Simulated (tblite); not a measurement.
# CH4BNO3: the cost of one run

Computed with tblite 0.8.0 and PySCF 2.14.0; each step states its level. No surroundings beyond the atoms listed, unless a continuum is named. Atoms count from 0, parts from 1.

### 1 Starting point

10 atoms, charge 0, multiplicity 3; geometry: distance geometry start.

### 2 Geometry optimisation with GFN2-xTB

What the job is given:

```
{"job": {"kind": "relax", "xc": "GFN2-xTB", "basis": "xTB"}, "charge": 0, "multiplicity": 3}
C     -1.252742    -1.597064     0.339229
O     -0.011063    -2.137669     0.725154
B      1.134715    -1.373118     1.251290
O      1.328905    -1.432700     2.728222
O      1.390370    -0.026862     0.626931
N     -2.558899    -1.009185     0.221705
H      2.205531    -1.382749     3.189193
H      0.694138     0.587341     0.359574
H     -2.875877    -0.797728    -0.713675
H     -2.839004    -0.354540     0.964959
```

Method: GFN2-xTB geometry optimisation, gas phase.

Started as:

```sh
OMP_NUM_THREADS=1 python cluster_run.py task.json out
```

This one command runs all jobs of the session in turn.

**Question.** How long does this first job take on 1 thread of Arm Neoverse V2, shared host?

About 1.1 s.
